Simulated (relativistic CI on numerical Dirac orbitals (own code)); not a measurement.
**Re⁶⁺: resonant inelastic X-ray scattering at the L2,3 edge**

Aim: the energy losses and their intensities at the absorption maxima, by the Kramers-Heisenberg formula, for 6 crystal fields.

The numbers are computed with relativistic CI on numerical Dirac orbitals (own code) version 3 (Dirac-Coulomb-Breit CI, KLI orbitals optimised for each configuration, model QED (radiative potential, 1s self-energy scaled to tabulated hydrogen-like ionisation energies), valence Slater integrals scaled by 0.8, Kramers-Heisenberg scattering through one core-hole configuration in a parametric crystal field), except any that are marked as measured or tabulated.

## (1) The atom as given

- ion: Re⁶⁺ (Re VII)
- nuclear charge: 75
- electrons: 69
- configurations: [Xe] 4f14 5d → [He] 2s2 2p5 3s2 3p6 3d10 4s2 4p6 4d10 4f14 5s2 5p6 5d2
- temperature: 80 K
- core-hole width: 5 eV
- field 1 (cm⁻¹): Oh, 10Dq = 62600
- field 2 (cm⁻¹): D4h, 10Dq = 23050, Ds = 2780, Dt = 240
- field 3 (cm⁻¹): Oh, 10Dq = 43500
- field 4 (cm⁻¹): D3d, 10Dq = 26350, Dsigma = -550, Dtau = 380
- field 5 (cm⁻¹): Oh, 10Dq = 62150
- field 6 (cm⁻¹): Td, 10Dq = -34100

## (2) Field 1: Oh, 10Dq = 62600

The run's settings:

```ini
atom Re  Z=75  charge=6  electrons=69
nucleus A=187  rms_radius_fm=5.3698
hamiltonian dirac-coulomb  breit=on  qed=on  c_scale=1
orbitals kli  potential=per-configuration
slater_scale 0.8
correlation none
mixing on
configurations
  [Xe] 4f14 5d
  [He] 2s2 2p5 3s2 3p6 3d10 4s2 4p6 4d10 4f14 5s2 5p6 5d2
end
rixs L2,3 T=80 core_hole_width=5
crystal_field Oh 10Dq=62600
```

Started as:

```
$ python run_levels.py task.json out
```

The settings of every run stand in task.json; they run in order.

## (3) Field 2: D4h, 10Dq = 23050, Ds = 2780, Dt = 240

Settings: those of step 2 with these lines changed.

```diff
@@ -12,2 +12,2 @@
 rixs L2,3 T=80 core_hole_width=5
-crystal_field Oh 10Dq=62600
+crystal_field D4h 10Dq=23050 Ds=2780 Dt=240
```

## (4) Field 3: Oh, 10Dq = 43500

Settings: those of step 3 with these lines changed.

```diff
@@ -12,2 +12,2 @@
 rixs L2,3 T=80 core_hole_width=5
-crystal_field D4h 10Dq=23050 Ds=2780 Dt=240
+crystal_field Oh 10Dq=43500
```

## (5) Field 4: D3d, 10Dq = 26350, Dsigma = -550, Dtau = 380

Settings: those of step 4 with these lines changed.

```diff
@@ -12,2 +12,2 @@
 rixs L2,3 T=80 core_hole_width=5
-crystal_field Oh 10Dq=43500
+crystal_field D3d 10Dq=26350 Dsigma=-550 Dtau=380
```

## (6) Field 5: Oh, 10Dq = 62150

Settings: those of step 5 with these lines changed.

```diff
@@ -12,2 +12,2 @@
 rixs L2,3 T=80 core_hole_width=5
-crystal_field D3d 10Dq=26350 Dsigma=-550 Dtau=380
+crystal_field Oh 10Dq=62150
```

## (7) Field 6: Td, 10Dq = -34100

Settings: those of step 6 with these lines changed.

```diff
@@ -12,2 +12,2 @@
 rixs L2,3 T=80 core_hole_width=5
-crystal_field Oh 10Dq=62150
+crystal_field Td 10Dq=-34100
```

(Steps that only read results are left out.)

What does the calculation give? Wanted: incident energies, field 1; share of spin-changing ones, field 1.

**Answer**, as computed:

| field | S, thermal mean | first incident energy (eV) | lowest loss over 0.08 eV (eV) | strongest such loss there (eV) | its level |
| --- | --- | --- | --- | --- | --- |
| 1: Oh | 0.50 | 10540.0 | 0.818 | 0.818 | G7, S = 0.5 |
| 2: D4h | 0.50 | 10543.8 | 0.417 | 2.773 | G6, S = 0.5 |
| 3: Oh | 0.50 | 10541.3 | 0.838 | 0.838 | G7, S = 0.5 |
| 4: D3d | 0.50 | 10544.4 | 0.884 | 0.884 | G4, S = 0.5 |
| 5: Oh | 0.50 | 10540.0 | 0.819 | 0.819 | G7, S = 0.5 |
| 6: Td | 0.50 | 10544.6 | 4.165 | 4.165 | G8, S = 0.5 |

| quantity | value |
| --- | --- |
| incident energies, field 1 | 10540.0, 10547.3, 11963.6 eV |
| strongest loss over 0.08 eV, field 1 | 0.82 eV |
| share of spin-changing ones, field 1 | 0 % |

In field 1 the strongest loss over 0.08 eV at the first resonance is 0.82 eV (G7, S = 0.5). The first incident energy is the lowest absorption maximum of each field and need not be the same resonance in all. Only the lowest levels kept in the record count, and labels are spin-orbit irreps. Polarisations are summed, and charge-transfer losses are outside the model.
